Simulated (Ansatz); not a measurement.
Here is an Ansatz 0.2.0 calculation.

The input input.yaml:

```yaml
crystal:
  lattice:
    - [3.4928246563, 0.0, 0.0]
    - [-1.7464123282, 3.0248748834, 0.0]
    - [0.0, 0.0, 23.5556381691]
  atoms:
    - { symbol: Pb, position: [0.6666666667, 0.3333333333, 0.3183951097] }
    - { symbol: Pb, position: [0.3333333333, 0.6666666667, 0.4394650366] }
    - { symbol: Pb, position: [0.0, 0.0, 0.5605349634] }
    - { symbol: Pb, position: [0.6666666667, 0.3333333333, 0.6816048903] }
kpoints:
  mp_grid: { grid: [9, 9, 1] }
scf:
  occupations: { method: fermi_dirac, width: 0.05 }
hamiltonian:
  xc: pbe
  pseudopotentials: { kind: all_electron, lapw: { basis_error: 0.001 } }
output:
  forces: true
  stress: true
  eigenvalues: true
  populations: true
```

Potentials or basis: all-electron LAPW, scalar-relativistic.

The run is started by

```bash
$ ansatz run input.yaml --threads 4 --pin off --max-ram 14336MiB --backend cpu --events-out ev --progress --plain --runs-dir out
```

Question: What does it give for the largest force?

Answer: 0.309 eV/Å.

Question: Estimate the work function.

Answer: 3.73 eV.

Question: What does it give for the band gap on the k mesh?

Answer: None (metal or under the smearing width).

Forces on the atoms (eV/Å):
```
Pb   0.000  0.000  0.066
Pb   0.000  0.000 -0.309
Pb   0.000  0.000  0.309
Pb   0.000  0.000 -0.066
```

The run has no spin-orbit coupling, so splittings on Pb are missing.
